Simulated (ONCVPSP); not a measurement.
# Pseudopotential generation for lutetium: ONCV, LDA (Perdew-Wang 92)

Do these settings give a usable potential? It is generated, then checked for transferability, scattering, ghosts and hardness.

The numbers are computed with ONCVPSP 4.0.1.1 (patched build) (LDA (Perdew-Wang 92), scalar-relativistic, spin-unpolarised reference atom).

**1. Settings**

Typed settings, in words:

```
element                 : lutetium (Lu, Z = 71)
type                    : optimised norm-conserving Vanderbilt (ONCV)
frozen core             : [Kr] 4d10
valence charge          : 25
reference configuration : 4f14 5s2 5p6 5d1 6s2
partial waves           : 5s+6s: rc 2.20 bohr, ncon 4, nbas 7, qcut 5.7 1/bohr, 2 projectors; 5p: rc 1.80 bohr, ncon 3, nbas 6, qcut 6.7 1/bohr, 1 projector; 5d: rc 2.00 bohr, ncon 4, nbas 8, qcut 4.9 1/bohr, 2 projectors, debl 2.7 Ha; 4f: rc 0.60 bohr, ncon 4, nbas 8, qcut 19.8 1/bohr, 2 projectors, debl 2.3 Ha
local potential         : polynomial inside 0.45 bohr (lpopt 5, dvloc0 0 Ha)
core correction         : Teter function, fcfact 6, rcfact 1.25
```

An earlier all-electron run gives the scale for the radii.

All-electron outer shells of the reference configuration (LDA (PZ), scalar-relativistic, ld1.x):

| shell | level (eV) | outermost node (bohr) | outermost maximum (bohr) |
| --- | --- | --- | --- |
| 4d | -191.71 | 0.23 | 0.48 |
| 5s | -61.19 | 0.57 | 1.04 |
| 5p | -31.78 | 0.61 | 1.19 |
| 4f | -9.81 | – | 0.47 |
| 6s | -4.81 | 1.41 | 3.00 |
| 5d | -1.92 | 0.68 | 1.84 |
| 6p | -1.40 | 1.73 | 4.32 |

**2. Generation**

The input, Lu.dat:

```
# ATOM AND REFERENCE CONFIGURATION
# atsym  z   nc   nv     iexc    psfile
  Lu 71.00    9    5  -001012      upf
#
#   n    l    f
    1    0    2.00
    2    0    2.00
    2    1    6.00
    3    0    2.00
    3    1    6.00
    3    2   10.00
    4    0    2.00
    4    1    6.00
    4    2   10.00
    4    3   14.00
    5    0    2.00
    5    1    6.00
    5    2    1.00
    6    0    2.00
#
# PSEUDOPOTENTIAL AND OPTIMIZATION
# lmax
    3
#
#   l,   rc,      ep,       ncon, nbas, qcut
    0    2.20    0.00    4    7    5.70
    1    1.80    0.00    3    6    6.70
    2    2.00    0.00    4    8    4.90
    3    0.60    0.00    4    8   19.80
#
# LOCAL POTENTIAL
# lloc, lpopt,  rc(5),   dvloc0
    4    5    0.45    0.00
#
# VANDERBILT-KLEINMAN-BYLANDER PROJECTORs
# l, nproj, debl
    0    2    0.60
    1    1    3.10
    2    2    2.70
    3    2    2.30
#
# MODEL CORE CHARGE
# icmod, fcfact, rcfact
    3    6.00    1.25
#
# LOG DERIVATIVE ANALYSIS
# epsh1, epsh2, depsh
   -4.00    5.00    0.02
#
# OUTPUT GRID
# rlmax, drl
    6.00    0.01
#
# TEST CONFIGURATIONS
# ncnf
    4
# nvcnf
#   n    l    f
    5
    4    3   14.00
    5    0    2.00
    5    1    6.00
    5    2    1.00
    6    0    1.00
#
    5
    4    3   14.00
    5    0    2.00
    5    1    6.00
    5    2    1.00
    6    0    0.00
#
    5
    4    3   14.00
    5    0    2.00
    5    1    6.00
    5    2    0.00
    6    0    0.00
#
    5
    4    3   14.00
    5    0    2.00
    5    1    6.00
    5    2    1.00
    6    0    1.50
#
```

Launch:

```
$ oncvpsp.x < Lu.dat > Lu.out
```

Q: Predict the outcome of this session. Wanted: cutoffs for 1 and 0.1 mHa per electron, occupied waves; bound ghosts; GHOST(+) flags; largest miss of a reference level; largest test error; largest phase difference near zero energy, channels read; rms error of d²Exc/dn², without and with the model core.

The runs gave:

```
                                                quantity                                                               value
  cutoffs for 1 and 0.1 mHa per electron, occupied waves                                                   733 Ha and 951 Ha
                                            bound ghosts  s at -1482.64 eV, s at -90.11 eV, p at -926.34 eV, d at -152.61 eV
                                          GHOST(+) flags                                                       f at 12887 eV
                       largest miss of a reference level                                                         22 meV (4f)
                            largest test error (AE − PS)                -7.3 meV, for 4f14 5s2 5p6 5d1 6s0 (1 test unsolved)
largest phase difference near zero energy, channels read                                                           0.029 rad
 rms error of d²Exc/dn², without and with the model core                                                   4.99 and 2.25 mHa
```

A bound ghost (s, p, d) makes it unfit for use: electrons can fall into a state that the atom doesn't have. The worst unpolarised test, 4f14 5s2 5p6 5d1 6s0, is off by 7.3 meV on 21.1 eV; by total energies transferability rates as good where solved. Atomic tests can pass in spite of a ghost, since they solve only for the levels asked. Of the tests 1 gave no usable energy difference, which is a warning in itself. The potential is very hard: the looser tolerance needs 733 Ha. At the looser tolerance the 4f wave is the slowest; 5p needs 12 Ha. Near zero energy the phases of the channels with partial waves agree within 0.029 rad. The pseudo curves have a pole with no partner nearby in the atom's: s at -3.30 Ha. The program also flags highly localised states, GHOST(+) (f).
